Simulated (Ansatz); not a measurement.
# SrAlO4: the cost of one run

Method: DFT PBE, scalar-relativistic, plane waves, PAW, in Ansatz 0.2.0.

## 1. The starting structure

The structure is tetragonal, space group P4/mmm (No. 123). The conventional cell has a = 3.762 Å, b = 3.762 Å, c = 6.249 Å, α = 90.00°, β = 90.00°, γ = 90.00°. Sr (site symmetry 4/mmm) is surrounded by 8 O at 2.93 Å. Around Al (site symmetry 4/mmm) lie 6 O at 1.88 to 1.90 Å. O (site symmetry 4mm) has 1 Al at 1.90 Å as nearest neighbours. Around O (site symmetry mmm) lie 2 Al at 1.88 Å.

Structure file:

```
CELL_PARAMETERS angstrom
3.76200 0.00000 0.00000
0.00000 3.76200 0.00000
0.00000 0.00000 6.24949
ATOMIC_POSITIONS crystal
Sr 0.50000 0.50000 0.50000
Al 0.00000 0.00000 0.00000
O 0.00000 0.00000 0.69598
O 0.50000 0.00000 0.00000
O 0.00000 0.50000 0.00000
O 0.00000 0.00000 0.30402
```

The cell is invented: perovskite family, Dion-Jacobson layers, n = 1 (P4/mmm, No. 123). Its size is a rough estimate.

## 2. A first look at the guess

File input.yaml:

```yaml
crystal:
  lattice:
    - [3.762, 0.0, 0.0]
    - [0.0, 3.762, 0.0]
    - [0.0, 0.0, 6.24948974]
  atoms:
    - { symbol: Sr, position: [0.5, 0.5, 0.5] }
    - { symbol: Al, position: [0.0, 0.0, 0.0] }
    - { symbol: O, position: [0.0, 0.0, 0.69597518] }
    - { symbol: O, position: [0.5, 0.0, 0.0] }
    - { symbol: O, position: [0.0, 0.5, 0.0] }
    - { symbol: O, position: [0.0, 0.0, 0.30402482] }
basis:
  ecutwfc: 420
kpoints:
  mp_grid: { grid: [4, 4, 4] }
hamiltonian:
  xc: pbe
scf:
  occupations: { method: gaussian, width: 0.1 }
  lower_state_search: "off"
output:
  forces: true
  stress: true
  eigenvalues: true
```

Launch:

```console
ansatz run input.yaml --threads 1 --pin off --max-ram 2048MiB --backend cpu --events-out ev --progress --plain --runs-dir out
```

**Question.** How long does this run take on 1 thread of AMD EPYC 9R45 (Zen 5), shared host, and how much memory does it need?

About 1.3 s, with a peak of 0.39 GiB.
